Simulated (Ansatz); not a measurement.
# H6W: the cost of one run

Program: Ansatz 0.2.0. Level of theory: RKS BLYP/def2-SVP. These are calculated values, not measurements.

### Step 1. The starting structure

Bond lengths: W1–H2 1.920 Å, W1–H3 1.920 Å, W1–H4 1.720 Å, W1–H5 1.720 Å, W1–H6 1.720 Å, W1–H7 1.720 Å. Angles (14 of 15 angles, heavy atoms first): H2–W1–H3 30.5°, H2–W1–H4 90.0°, H2–W1–H5 119.8°, H2–W1–H6 90.0°, H2–W1–H7 150.2°, H3–W1–H4 90.0°, H3–W1–H5 150.2°, H3–W1–H6 90.0°, H3–W1–H7 119.8°, H4–W1–H5 90.0°, H4–W1–H6 180.0°, H4–W1–H7 90.0°, H5–W1–H6 90.0°, H5–W1–H7 90.0°.

Structure file:

```xyz
7

W     0.0000    0.0000    0.0000
H     0.9528    0.0000    1.6669
H     1.6669    0.0000    0.9528
H     0.0000    1.7200    0.0000
H    -1.7200    0.0000    0.0000
H     0.0000   -1.7200    0.0000
H     0.0000    0.0000   -1.7200
```

### Step 2. Pulling towards end A

Springs on the bonds that form and break draw the guess towards this end; the thresholds are loose.

input.yaml reads:

```yaml
crystal:
  periodic: [false, false, false]
  atoms:
    - { symbol: W, position_ang: [0.0, 0.0, 0.0] }
    - { symbol: H, position_ang: [0.9528, 0.0, 1.6669] }
    - { symbol: H, position_ang: [1.6669, 0.0, 0.9528] }
    - { symbol: H, position_ang: [0.0, 1.72, 0.0] }
    - { symbol: H, position_ang: [-1.72, 0.0, 0.0] }
    - { symbol: H, position_ang: [0.0, -1.72, 0.0] }
    - { symbol: H, position_ang: [0.0, 0.0, -1.72] }
basis:
  gaussian: { orbitals: def2-SVP }
hamiltonian:
  xc: blyp
relax:
  f_tol: 0.15
  max_steps: 25
  restrain:
    - { distance: [1, 2], at: 1.86, k: 30.0 }
    - { distance: [0, 1], at: 1.72, k: 30.0 }
    - { distance: [0, 2], at: 1.72, k: 30.0 }
```

The run is started by

```sh
$ ansatz run input.yaml --threads 1 --pin off --max-ram 2048MiB --backend cpu --events-out ev --progress --plain --runs-dir out
```

Q: Estimate wall time and peak memory on 1 thread of Arm Neoverse V2, shared host.

About 48 s, with a peak of 0.12 GiB.
